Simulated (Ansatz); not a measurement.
# HfO+ (sextet): from Hartree-Fock to the top rungs, def2-QZVPP

An exercise on one series of results from a longer session: the logs are not shown, and one member is left open.

Program: Ansatz 0.2.0, Gaussian basis. Level of theory: def2-QZVPP, core rule «outside noble gas», up to 5 orbitals frozen. These are calculated values, not measurements.

To be run: UHF; ROHF; CCSD(T) on UHF.

## What is computed

The geometry is a PBE0/def2-TZVP stationary point (not a proven minimum) of the parent state, kept for this charge and spin. No spin-orbit coupling is included. Elements past krypton take def2 core potentials.

2 atoms, charge 1, spin multiplicity 6.

Atoms are counted from 1 here; the program's logs count them from 0.

Bond lengths: Hf1–O2 1.914 Å.

As a file:

| atom | x (Å) | y (Å) | z (Å) |
| --- | --- | --- | --- |
| Hf1 | 0.0000 | 0.0000 | 0.0000 |
| O2 | 0.0000 | 0.0000 | 1.9140 |

Set-up of the first run:

in.yaml reads:

```yaml
crystal:
  periodic: [false, false, false]
  atoms:
    - {symbol: Hf, position_ang: [0.000000, 0.000000, 0.000000]}
    - {symbol: O, position_ang: [0.000000, 0.000000, 1.914000]}
basis:
  gaussian: {orbitals: "def2-QZVPP.json"}
total_charge: 1
magnetization: {spin_polarized: true, initial_magnetization: 5}
hamiltonian: {xc: hf}
output: {orbitals: {seedname: orbitals}}
```

On the command line:

```console
ansatz run in.yaml --threads 1 --pin off --events-out ev --progress --plain --max-ram 2816MiB --backend cpu
```

Among the steps run: UHF; ROHF; CCSD(T) on UHF.

One table of the session follows, with a row left open; its other results are not shown here.

| method | from UCCSD(T) (kcal/mol) |
| --- | --- |
| ROHF | ? |
| UHF | +127.51 |
| UMP2 | +15.43 |
| UCCSD | +2.97 |
| UCCSD(T) | 0 |

**Question.** Estimate the row for ROHF.

**Answer.** from UCCSD(T) (kcal/mol): +134.47. In the column «from UCCSD(T) (kcal/mol)» it is the highest.
